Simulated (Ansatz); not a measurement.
# CH2FNSi (SMILES FC1=N[SiH2]1) at HF/6-311+G(d,p)

What is the vertical ionisation energy of CH2FNSi at HF/6-311+G**? 

The results are computed with Ansatz 0.2.0.

93 further runs of the same task are left out: 93 set aside as unsound or not needed.

## (1) Starting point

CH2FNSi has 6 atoms, charge 0, and is taken as a singlet. SMILES: `FC1=N[SiH2]1`. The coordinates come from a PBE0-D4/def2-TZVP relaxation.

Bond lengths: F1–C2 1.313 Å, C2–N3 1.261 Å, C2–Si4 1.766 Å, N3–Si4 1.801 Å, Si4–H5 1.477 Å, Si4–H6 1.477 Å. Angles: F1–C2–N3 128.8°, F1–C2–Si4 160.4°, N3–C2–Si4 70.8°, C2–N3–Si4 67.8°, C2–Si4–N3 41.4°, C2–Si4–H5 122.2°, C2–Si4–H6 122.2°, N3–Si4–H5 118.8°, N3–Si4–H6 118.8°, H5–Si4–H6 113.7°.

## (2) A single-point energy at HF/6-311+G(d,p)

Input file run.yaml:

```yaml
crystal:
  periodic: [false, false, false]
  atoms:
    - {symbol: F, position_ang: [1.423100, -1.608300, 0.851500]}
    - {symbol: C, position_ang: [0.513000, -0.815400, 0.333600]}
    - {symbol: "N", position_ang: [-0.624100, -1.110900, -0.124500]}
    - {symbol: Si, position_ang: [-0.284400, 0.654600, -0.233900]}
    - {symbol: H, position_ang: [0.001700, 1.243400, -1.557500]}
    - {symbol: H, position_ang: [-0.987300, 1.572700, 0.684600]}
basis:
  gaussian:
    orbitals: 6-311+G_st__st_-spherical.json
hamiltonian:
  xc: hf
accuracy: high
output: {orbitals: {seedname: orbitals}}
```

The basis set 6-311+G** is read from a file made from the Basis Set Exchange's data (not shown).

Launch:

```bash
ansatz run run.yaml --threads 1 --pin off --max-ram 3480MiB --events-out events.jsonl --progress --plain --runs-dir runs
```

The log of the run:

```text
Warning: RAYON_NUM_THREADS=1 ignored (pool sized by the plan → 1); use --threads N
Functional definition: HF
  name "HF"
  exchange = exact_x
  correlation = 0
1948 factors; integrals over basis functions are off by at most 3.8e-9 eV
mean field evaluation 1: about -13107.9601 eV, gradient 3.9e1 eV
mean field evaluation 2: about -13108.0593 eV, gradient 3.9e1 eV
mean field evaluation 4: about -13111.5085 eV, gradient 4.0e0 eV
mean field evaluation 8: about -13111.5804 eV, gradient 4.6e-1 eV
mean field evaluation 16: about -13111.5826 eV, gradient 6.2e-8 eV
mean field -13111.58258347 eV, -481.8417725926 hartree, gradient 6.2e-8 eV, S^2 0.000000; 0 other end points of the search recorded, 0 dependent functions left out
reference -13111.58258347 eV, -481.8417725926 hartree; 19, 19 occupied and 89, 89 virtual orbitals, 1948 factors
Total energy: -13111.58258347 eV, -481.8417725926 hartree
```

It took 3.3 s on 1 thread of Arm Neoverse V1, shared host; peak memory 0.28 GiB.

## (3) The doublet cation

Input file in.yaml:

```yaml
crystal:
  periodic: [false, false, false]
  atoms:
    - {symbol: F, position_ang: [1.423100, -1.608300, 0.851500]}
    - {symbol: C, position_ang: [0.513000, -0.815400, 0.333600]}
    - {symbol: "N", position_ang: [-0.624100, -1.110900, -0.124500]}
    - {symbol: Si, position_ang: [-0.284400, 0.654600, -0.233900]}
    - {symbol: H, position_ang: [0.001700, 1.243400, -1.557500]}
    - {symbol: H, position_ang: [-0.987300, 1.572700, 0.684600]}
basis:
  gaussian: {orbitals: 6-311+G_st__st_-spherical.json}
output: {orbitals: {seedname: orbitals}}
total_charge: 1
hamiltonian: {xc: hf}
magnetization: {spin_polarized: true, initial_magnetization: 1}
accuracy: high
```

The basis set 6-311+G** is read from a file made from the Basis Set Exchange's data (not shown).

Launch:

```bash
ansatz run in.yaml --threads 1 --pin off --max-ram 3480MiB --events-out events.jsonl --progress --plain --runs-dir runs
```

The log of the run (excerpt; [...] marks lines left out):

```text
Warning: RAYON_NUM_THREADS=1 ignored (pool sized by the plan → 1); use --threads N
[... 2 set-up lines as earlier in the session ...]
[...]
1948 factors; integrals over basis functions are off by at most 3.8e-9 eV
[...]
mean field -13102.66562808 eV, -481.5140805260 hartree, gradient 2.6e-8 eV, S^2 0.807567; 3 other end points of the search recorded, 0 dependent functions left out
reference -13102.66562808 eV, -481.5140805260 hartree; 19, 18 occupied and 89, 90 virtual orbitals, 1948 factors
Total energy: -13102.66562808 eV, -481.5140805260 hartree
```

Wall time 13 s (1 thread of Arm Neoverse V1, shared host); peak memory 0.36 GiB.

## (4) Outcome

Level: HF/6-311+G**.

```
                                          quantity          value
                     singlet CH2FNSi: total energy  -481.84177 Eh
                      singlet CH2FNSi: HOMO energy      -10.72 eV
                      singlet CH2FNSi: LUMO energy        1.14 eV
                    singlet CH2FNSi: HOMO–LUMO gap       11.86 eV
                      doublet cation: total energy  -481.51408 Eh
doublet cation: HOMO energy (highest over α and β)      -19.17 eV
 doublet cation: LUMO energy (lowest over α and β)       -7.35 eV
                              doublet cation: ⟨S²⟩          0.808
vertical ionisation energy (to the doublet cation)       8.917 eV
```

Removing an electron at fixed nuclei costs 8.92 eV (860 kJ/mol). −ε(HOMO) before ionisation, 10.72 eV, is 1.80 eV above this ionisation energy.
